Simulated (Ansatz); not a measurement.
**B2Ru: response to biaxial strain in the a-b plane**

The task here is to estimate one member of a computed series from the others.

Computed with Ansatz 0.2.0 (DFT r2SCAN, scalar-relativistic, plane waves, PAW, unless a step's input says otherwise).

2 further runs of the same task are left out: 2 set aside as unsound or not needed.

## The starting structure

It takes space group Pmmn (No. 59, orthorhombic). Conventional cell: a = 2.870 Å, b = 4.640 Å, c = 4.038 Å, α = 90.00°, β = 90.00°, γ = 90.00°. Around B (site symmetry m) lie 3 B at 1.82 to 1.88 Å and 4 Ru at 2.16 to 2.27 Å. Around Ru (site symmetry mm2) lie 8 B at 2.16 to 2.27 Å.

As a file:

```cif
data_structure
_symmetry_space_group_name_H-M 'P 1'
_symmetry_Int_Tables_number 1
_cell_length_a 2.8704
_cell_length_b 4.6403
_cell_length_c 4.0379
_cell_angle_alpha 90.000
_cell_angle_beta 90.000
_cell_angle_gamma 90.000
_cell_volume 53.78
loop_
_atom_site_label
_atom_site_type_symbol
_atom_site_fract_x
_atom_site_fract_y
_atom_site_fract_z
_atom_site_occupancy
B1 B 0.00000 0.80394 0.36255 1
B2 B 0.00000 0.19606 0.36255 1
B3 B 0.50000 0.30394 0.63745 1
B4 B 0.50000 0.69606 0.63745 1
Ru1 Ru 0.00000 0.00000 0.84671 1
Ru2 Ru 0.50000 0.50000 0.15329 1
```

It is the result of an earlier relaxation at this level (volume 8.96 Å³/atom; gap on the mesh: none (metal)).

Set-up of the first run:

File input.yaml:

```yaml
crystal:
  lattice:
    - [2.8704129602, 0.0, 0.0]
    - [0.0, 4.6403084205, 0.0]
    - [0.0, 0.0, 4.037880833]
  atoms:
    - { symbol: B, position: [0.0, 0.8039374087, 0.3625471545] }
    - { symbol: B, position: [0.0, 0.1960625913, 0.3625471545] }
    - { symbol: B, position: [0.5, 0.3039374087, 0.6374528455] }
    - { symbol: B, position: [0.5, 0.6960625913, 0.6374528455] }
    - { symbol: Ru, position: [0.0, 0.0, 0.8467087075] }
    - { symbol: Ru, position: [0.5, 0.5, 0.1532912925] }
basis:
  ecutwfc: 500
kpoints:
  mp_grid: { grid: [12, 8, 10] }
hamiltonian:
  xc: r2scan
scf:
  occupations: { method: gaussian, width: 0.1 }
output:
  forces: true
  stress: true
  eigenvalues: true
```

Run with:

```sh
> ansatz run input.yaml --threads 1 --pin off --max-ram 2560MiB --backend cpu --events-out ev --progress --plain --runs-dir out
```

Steps of the session up to this table: The unstrained reference; Strain -1.5 %; Strain +1.5 %; At -3.0 %; Strain +3.0 %; Strain -4.5 %; Strain +4.5 %.

One table of the session follows, with a row left open; its other results are not shown here.

Lengths are those of the vectors of the cell that was run; stresses in GPa:

```
strain (%)  ΔE (meV/atom)  a (Å)  b (Å)  c (Å)
      -4.5           82.4  2.741  4.431  4.112
      -3.0           35.2  2.784  4.501  4.086
      -1.5              ?      ?      ?      ?
      +0.0            0.0  2.870  4.640  4.038
      +1.5            7.7  2.913  4.710  4.014
      +3.0           29.6  2.957  4.780  3.990
      +4.5           63.6  3.000  4.849  3.965
```

**Question.** Estimate the row for strain (%) = -1.5.

Worked estimate for «ΔE (meV/atom)». A straight line through the neighbours (-3.0, 35.2) and (0.0, 0.0) gives 35.2 + (0.0 − 35.2) × (-1.5 + 3.0) / (0.0 + 3.0) = 17.6; a parabola fitted to 4 rows on both sides gives 8.5.

As computed: ΔE (meV/atom): 8.5; a (Å): 2.827; b (Å): 4.571; c (Å): 4.062. In «ΔE (meV/atom)» the line misses by +9.1 and the parabola by 0.0.

ΔE is over the unstrained cell. Stress in GPa, positive in compression, on the Cartesian axes of the input. 
